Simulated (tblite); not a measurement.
# C4H9NSSi2: the cost of one run

The runs use tblite 0.8.0 and PySCF 2.14.0, with density-fitted response routines of our own; the level of theory stands in each step. All values are computed, except where a source is named. Atoms count from 0, in the outputs and in this text.

### Step 1. The molecule as given

17 atoms, charge 0, multiplicity 1; geometry from: force field or distance geometry start.

Bonds of the start (Å): C0–S1 1.82, S1–C2 1.77, C2–Si3 1.88, Si3–C4 1.90, C4–Si5 1.88, Si5–C6 1.79, C6–N7 1.16, Si5–C2 1.86, C0–H8 1.09, C0–H9 1.10, C0–H10 1.15, C2–H11 1.13, Si3–H12 1.42, Si3–H13 1.50, C4–H14 1.12, C4–H15 1.09, Si5–H16 1.47.

### Step 2. Relaxing the molecule with GFN2-xTB

The job: settings as JSON, then the geometry in Å.

```
{"job": {"kind": "relax", "xc": "GFN2-xTB", "basis": "xTB"}, "charge": 0, "multiplicity": 1}
C      3.107900    -0.324200     0.216200
S      1.701700     0.176400     1.256600
C      0.246700     0.140600     0.249700
Si    -0.732900     1.732800     0.054900
C     -2.211100     0.566200    -0.157300
Si    -1.288700    -0.586100     1.005900
C     -1.510900    -2.328700     0.637200
N     -1.656300    -3.455200     0.398600
H      3.255500     0.357700    -0.617100
H      3.990600    -0.534200     0.844400
H      2.779300    -1.320300    -0.251000
H      0.466300    -0.279000    -0.772000
H     -0.453900     2.577400    -1.054000
H     -0.829200     2.429500     1.380800
H     -2.213100     0.144500    -1.189900
H     -3.168500     0.913100     0.222600
H     -1.490300    -0.198300     2.414000
```

The run is started by

```
$ OMP_NUM_THREADS=1 python probes_run.py task.json out
```

This one command runs all jobs of the session in turn.

Q: Estimate the wall time and peak memory of this first job on 1 thread of Intel Xeon 6975P-C, shared host.

About 1.5 s, with a peak of 0.18 GiB.
